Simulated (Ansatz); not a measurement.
**CH2F3OSi radical: how energies converge with the basis set**

Aim: see how fast density functionals converge with the basis set for CH2F3OSi radical.

Computed with Ansatz 0.2.0, Gaussian basis. Level: one geometry, several basis sets.

Plan: PBE0-D4/def2-SVP; ωB97M-V/def2-SVP; PBE0-D4/def2-QZVPP; ωB97M-V/def2-QZVPP; the functionals' def2-TZVPP values are taken from earlier runs.

2 further runs of the same task are left out: 2 that didn't finish.

**1. Structure used throughout**

All runs share one geometry, relaxed beforehand with PBE0-D4 in a triple-zeta def2 set.

SMILES `FC(F)(F)O[SiH2]`, 8 atoms, charge 0, spin multiplicity 2.

Atoms are counted from 1 here; the program's logs count them from 0.

Bond lengths: F1–C2 1.341 Å, C2–F3 1.337 Å, C2–F4 1.326 Å, C2–O5 1.331 Å, O5–Si6 1.681 Å, Si6–H7 1.488 Å, Si6–H8 1.483 Å. Angles: F1–C2–F3 106.9°, F1–C2–F4 107.9°, F1–C2–O5 112.2°, F3–C2–F4 107.9°, F3–C2–O5 111.8°, F4–C2–O5 109.8°, C2–O5–Si6 127.8°, O5–Si6–H7 109.4°, O5–Si6–H8 103.0°, H7–Si6–H8 112.3°.

**2. PBE0-D4 in def2-SVP**

File in.yaml:

```yaml
crystal:
  periodic: [false, false, false]
  atoms:
    - {symbol: F, position_ang: [0.488283, -1.620183, 0.376349]}
    - {symbol: C, position_ang: [1.037999, -0.504279, -0.125017]}
    - {symbol: F, position_ang: [1.872655, -0.028733, 0.805586]}
    - {symbol: F, position_ang: [1.758977, -0.844503, -1.184414]}
    - {symbol: O, position_ang: [0.121291, 0.395446, -0.473855]}
    - {symbol: Si, position_ang: [-1.225456, 0.887806, 0.403611]}
    - {symbol: H, position_ang: [-2.134977, -0.272260, 0.605714]}
    - {symbol: H, position_ang: [-1.826671, 1.929504, -0.463775]}
basis:
  gaussian: {orbitals: def2-SVP}
magnetization: {spin_polarized: true, initial_magnetization: 1}
hamiltonian: {xc: pbe0, dispersion: d4}
output: {orbitals: {seedname: orbitals}}
```

The run is started by

```console
$ ansatz run in.yaml --threads 2 --pin off --events-out ev --progress --plain --max-ram 20480MiB --backend cpu
```

The runs that follow: ωB97M-V in def2-SVP; PBE0-D4 in def2-QZVPP; ωB97M-V in def2-QZVPP.

Before running them: what should the planned runs give, taken together? Wanted: PBE0-D4: double and triple zeta above quadruple; ωB97M-V: double and triple zeta above quadruple.

The runs gave:

| quantity | value |
| --- | --- |
| PBE0-D4: double and triple zeta above quadruple | 17.21, 0.84 eV |
| ωB97M-V: double and triple zeta above quadruple | 17.42, 0.79 eV |

For PBE0-D4 the step from double to triple zeta gains 16.37 eV and the next only 0.84 eV. Total energies overstate the basis error of differences, where much of it tends to cancel.
